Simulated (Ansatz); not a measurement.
I need a rigid torsion scan of CH6OSSi, SMILES O[SiH2]CS. Use the Ansatz DFT code, driven from Python. Use (for the species named): PBE0, cc-pVDZ basis, multiplicity 1.

```xyz
10

O    -1.8399    0.5547   -0.4627
Si   -0.5246    0.7082    0.4635
C     0.4934   -0.8181    0.4179
S     1.0728   -1.1916   -1.2871
H    -1.7458    0.2752   -1.3994
H    -0.9311    1.0338    1.8535
H     0.2939    1.8653   -0.0335
H     0.0139   -1.6572    0.8286
H     1.4395   -0.6754    1.0683
H     1.8109   -0.1461   -1.4462
```

Script `torsion.py`:
```python
"""Rigid torsion scan of CH6OSSi."""

import ansatz
from ase import Atoms

BASIS_SET = "cc-pVDZ"
FUNCTIONAL = "pbe0"
FORCE_TOL = 0.02
LEVEL = "MP2"

atoms = Atoms(["O", "Si", "C", "S", "H", "H", "H", "H", "H", "H"], positions=[
    (-1.8399, 0.5547, -0.4627),
    (-0.5246, 0.7082, 0.4635),
    (0.4934, -0.8181, 0.4179),
    (1.0728, -1.1916, -1.2871),
    (-1.7458, 0.2752, -1.3994),
    (-0.9311, 1.0338, 1.8535),
    (0.2939, 1.8653, -0.0335),
    (0.0139, -1.6572, 0.8286),
    (1.4395, -0.6754, 1.0683),
    (1.8109, -0.1461, -1.4462),
])

# start the scan from a relaxed geometry
first = (
    ansatz.Crystal.molecule_from_ase(atoms).calculation()
    .basis(gaussian=BASIS_SET)
    .functional(FUNCTIONAL)
    .relax(force_tolerance=FORCE_TOL, max_steps=80)
)
atoms.positions = first.run().report["positions_ang"]

start = atoms.get_dihedral(0, 1, 2, 3)
energies = {}
for turn in range(0, 360, 30):
    turned = atoms.copy()
    turned.set_dihedral(0, 1, 2, 3, start + turn, indices=[2, 3, 7, 8, 9])
    setup = (
        ansatz.Crystal.molecule_from_ase(turned).calculation()
        .basis(gaussian=BASIS_SET)
        .correlation(LEVEL)
    )
    energies[round((start + turn) % 360)] = setup.run().report["free_energy_ev"]
floor = min(energies.values())
print("dihedral O0-Si1-C2-S3 (deg)   E - E(min) (kcal/mol)")
for angle, e in sorted(energies.items()):
    print(f"{angle:8d} {23.060548 * (e - floor):14.3f}  " + "#" * int(30 * (e - floor) / max(max(energies.values()) - floor, 1e-9)))
```

```console
$ python torsion.py
dihedral O0-Si1-C2-S3 (deg)   E - E(min) (kcal/mol)
      23          3.485  ##############
      53          0.000
      83          1.968  #######
     113          5.164  ####################
     143          4.784  ###################
     173          2.307  #########
     203          2.670  ##########
     233          5.124  ####################
     263          4.828  ###################
     293          2.638  ##########
     323          4.761  ###################
     353          7.461  ##############################
```

The scan is rigid and the energies are electronic, in a modest basis. With rigid groups the curve can differ much from the relaxed path, the start wasn't checked as a minimum of this torsion, and equivalent turns needn't return to the same energy. The start is relaxed with a density functional and scanned with the wavefunction method, so it isn't exactly that method's minimum. Wall time of the script: 58 s on 1 thread of Arm Neoverse V2, on a shared host, peak memory 0.27 GiB.
